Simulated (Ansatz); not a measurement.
# CO2: the cost of one run

Method: DFT r2SCAN, scalar-relativistic, plane waves, PAW, in Ansatz 0.2.0.

1 further run of the same task is left out (set aside as unsound or not needed).

## Step 1: The structure to begin with

The structure is tetragonal, space group I4_1/amd (No. 141). Conventional cell: a = 3.891 Å, b = 3.891 Å, c = 9.781 Å, α = 90.00°, β = 90.00°, γ = 90.00°. Around C (site symmetry -4m2) lie 6 O at 1.99 to 2.02 Å. O (site symmetry 2mm) has 3 C at 1.99 to 2.02 Å as nearest neighbours.

Structure file:

```
C O
1.0
    -1.94563    1.94563    4.89055
     1.94563   -1.94563    4.89055
     1.94563    1.94563   -4.89055
C O
2 4
Direct
  0.00000 0.00000 0.00000
  0.75000 0.25000 0.50000
  0.20660 0.20660 0.00000
  0.95660 0.45660 0.50000
  0.54340 0.04340 0.50000
  0.79340 0.79340 0.00000
```

(A quick probe on a coarse mesh, which set the mesh and smearing, is not shown.)

## Step 3: Rough relaxation on the coarse mesh

input.yaml

```yaml
crystal:
  lattice:
    - [-1.945632741, 1.945632741, 4.8905547946]
    - [1.945632741, -1.945632741, 4.8905547946]
    - [1.945632741, 1.945632741, -4.8905547946]
  atoms:
    - { symbol: C, position: [0.0, 0.0, 0.0] }
    - { symbol: C, position: [0.75, 0.25, 0.5] }
    - { symbol: O, position: [0.2066, 0.2066, 0.0] }
    - { symbol: O, position: [0.9566, 0.4566, 0.5] }
    - { symbol: O, position: [0.5434, 0.0434, 0.5] }
    - { symbol: O, position: [0.7934, 0.7934, 0.0] }
basis:
  ecutwfc: 500
kpoints:
  mp_grid: { grid: [6, 6, 6] }
hamiltonian:
  xc: r2scan
scf:
  occupations: { method: gaussian, width: 0.1 }
  lower_state_search: "off"
output:
  forces: true
  stress: true
  eigenvalues: true
relax:
  adjacent_minimum: "off"
  f_tol: 0.04
  max_steps: 70
  cell: { stress_tol: 0.4 }
```

Command:

```console
$ ansatz run input.yaml --threads 1 --pin off --max-ram 2560MiB --backend cpu --events-out ev --progress --plain --runs-dir out
```

Q: Estimate wall time and peak memory on 1 thread of Arm Neoverse V1, shared host.

About 4.6 min, with a peak of 0.75 GiB.
